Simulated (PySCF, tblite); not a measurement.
# C₄H₈O₂Si: geometry, infrared bands and NMR shifts

What infrared bands and NMR shifts should C₄H₈O₂Si (`O=C[C@@H]1C[C@@H]1O[SiH3]`) show?

Computed with tblite 0.8.0 and PySCF 2.14.0, with density-fitted response routines of our own, on a single molecule in the gas phase. Atoms are numbered from 0 throughout.

## Step 1: The starting structure

15 atoms, charge 0, multiplicity 1; geometry from: force field or distance geometry start.

Bonds of the start (Å): O0–C1 1.23, C1–C2 1.47, C2–C3 1.50, C3–C4 1.49, C4–O5 1.44, O5–Si6 1.67, C4–C2 1.50, C1–H7 1.11, C2–H8 1.09, C3–H9 1.08, C3–H10 1.09, C4–H11 1.10, Si6–H12 1.48, Si6–H13 1.49, Si6–H14 1.49.

## Step 2: Geometry optimisation with GFN2-xTB

Job settings and geometry (Å):

```
{"job": {"kind": "relax", "xc": "GFN2-xTB", "basis": "xTB"}, "charge": 0, "multiplicity": 1}
O     -1.527500    -0.697600     2.981500
C     -1.087700    -0.047500     2.033800
C     -1.300700    -0.499400     0.655100
C     -0.322300    -1.418600    -0.009800
C     -0.447000    -0.009100    -0.478700
O      0.624600     0.882300    -0.130200
Si     1.765200     1.257700    -1.296000
H     -0.503200     0.882000     2.197900
H     -2.352200    -0.673300     0.426300
H     -0.717700    -2.217600    -0.626300
H      0.561100    -1.709600     0.555800
H     -0.976600     0.162000    -1.421900
H      1.070300     1.830200    -2.464700
H      2.482800     0.017800    -1.699400
H      2.726500     2.248400    -0.745300
```

Launch:

```console
$ OMP_NUM_THREADS=1 python probes_run.py task.json out
```

One launch serves the whole session: the jobs run in the order shown.

**Question.** This job is followed by: GFN2-xTB harmonic vibrations, gas phase; GIAO PBE0/pcSseg-1 NMR shielding, non-relativistic, gas phase. Predict these results of the whole session: strongest single infrared mode (GFN2-xTB); zero-point energy (GFN2-xTB); 13C shifts against TMS (PBE0/pcSseg-1); 1H shifts against TMS (PBE0/pcSseg-1, means over atoms taken as alike); 17O shifts against H2O (PBE0/pcSseg-1); 29Si shifts against TMS (PBE0/pcSseg-1).

**Answer**, as computed:

| quantity | value |
| --- | --- |
| strongest single infrared mode (GFN2-xTB) | 1771 cm⁻¹, 427 km/mol |
| zero-point energy (GFN2-xTB) | 67.3 kcal/mol |
| 13C shifts against TMS (PBE0/pcSseg-1) | 204.0, 58.5, 31.7, 16.4 ppm |
| 1H shifts against TMS (PBE0/pcSseg-1, means over atoms taken as alike) | 9.41, 4.90, 3.85, 1.52, 1.40, 1.10 ppm |
| 17O shifts against H2O (PBE0/pcSseg-1) | 695.3, 17.4 ppm |
| 29Si shifts against TMS (PBE0/pcSseg-1) | -35.7 ppm |

What this shows: The optimisation took 84 steps and gained 0.438 eV; among the close pairs (by a distance rule), C4–O5 changed most, from 1.437 to 1.369 Å. No mode is imaginary among the 39: a minimum at this level. The strongest single mode, at 1771 cm⁻¹, moves mainly C1 and O0. GFN2-xTB is a fitted tight-binding method: band positions and strengths are rough. Its intensities can rank the bands wrongly. The most deshielded carbon is C1 (aldehyde carbonyl carbon), at 204.0 ppm: low-lying n→π* states of the double bond to the heteroatom give a large paramagnetic term (-265 ppm). The most deshielded hydrogen is H7 (hydrogen on an aldehyde carbonyl carbon), at 9.41 ppm: deshielded by the polar, anisotropic C=O bond. At PBE0/pcSseg-1: Shielding is most anisotropic at O0 (span 1347 ppm, paramagnetic term -753 ppm).
